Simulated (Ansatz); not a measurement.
# The Mg atom: r²SCAN0 and r²SCANh beside r²SCAN

How do the levels and moments change when part of the exchange is made exact, and what does it cost? r²SCAN is run first for comparison.

Method: DFT, plane waves (500 eV) with PBE-made PAW files, scalar-relativistic; functionals as named at each step, in Ansatz 0.2.0.

### Step 1. The system in its box

Periodic box: 14.0 × 14.4 × 14.8 Å.

Coordinates:

```
Mg
1.0
    14.00000    0.00000    0.00000
     0.00000   14.40000    0.00000
     0.00000    0.00000   14.80000
Mg
1
Direct
  0.50000 0.50000 0.50000
```

### Step 2. r²SCAN

The run with r²SCAN.

input.yaml

```yaml
crystal:
  lattice:
    - [14.0, 0.0, 0.0]
    - [0.0, 14.4, 0.0]
    - [0.0, 0.0, 14.8]
  atoms:
    - { symbol: Mg, position: [0.5, 0.5, 0.5], spin: 0.01 }
  symmetry: { detect: false, time_reversal: true }
hamiltonian:
  xc: r2scan
  pseudopotentials:
    kind: paw
    azcp:
      Mg: "pseudopotentials/Mg.paw.azcp"
basis:
  ecutwfc: 500
  fft_grid_basis: typed
kpoints:
  mp_grid: { grid: [1, 1, 1], shift: [0, 0, 0] }
magnetization:
  spin_polarized: true
scf:
  occupations: { method: fermi_dirac, width: 0.01 }
output:
  write_density: true
  write_potential: true
  elf: true
  volumetric_format: npy
```

The run is started by

```
> ansatz run input.yaml --threads 4 --pin off --max-ram 10240MiB --backend cpu --events-out ev --progress --plain --runs-dir out
```

### Step 3. r²SCAN0 single point

The run with r²SCAN0.

input.yaml, as its differences from that of step 2:

```diff
@@ -9,3 +9,3 @@
 hamiltonian:
-  xc: r2scan
+  xc: r2scan0
   pseudopotentials:
@@ -23,6 +23 @@
   occupations: { method: fermi_dirac, width: 0.01 }
-output:
-  write_density: true
-  write_potential: true
-  elf: true
-  volumetric_format: npy
```

### Step 4. r²SCANh

The run with r²SCANh.

input.yaml, as its differences from that of step 3:

```diff
@@ -9,3 +9,3 @@
 hamiltonian:
-  xc: r2scan0
+  xc: r2scanh
   pseudopotentials:
```

(Steps that only read results are left out.)

What does the calculation give? Wanted: r²SCAN: gap; r²SCAN: magnetic state; r²SCAN0: gap; r²SCAN0: magnetic state; r²SCANh: gap; r²SCANh: magnetic state; r²SCAN0: above the element's usual form.

**Answer**, as computed:

| quantity | value |
| --- | --- |
| r²SCAN: gap | 3.65 eV |
| r²SCAN: magnetic state | total moment 0.00 μB |
| r²SCAN0: gap | 4.80 eV |
| r²SCAN0: magnetic state | total moment 0.00 μB |
| r²SCAN0: SCF cycles, exchange loops | 17, 3 |
| r²SCAN0: CPU time over that of r²SCAN | 0.22 |
| r²SCANh: gap | 4.11 eV |
| r²SCANh: magnetic state | total moment 0.00 μB |
| r²SCANh: SCF cycles, exchange loops | 17, 3 |
| r²SCANh: CPU time over that of r²SCAN | 0.22 |
| r²SCAN0: above the element's usual form (hcp) | 1.64 eV/atom |

In words: Exact exchange widens the gap from 3.65 eV (r²SCAN) to 4.80 eV (r²SCAN0). r²SCAN0 took less CPU time than r²SCAN here, which is no rule: the r²SCAN run spent more cycles, searches or output. r²SCANh gives a gap of 4.11 eV. The exchange operator of r²SCAN0 was renewed in 3 outer loops. The atom lies 1.64 eV above the element's usual form under r²SCAN0 (from a run of its own). Absolute energies differ from functional to functional, by eV per atom at times, and say nothing by themselves.
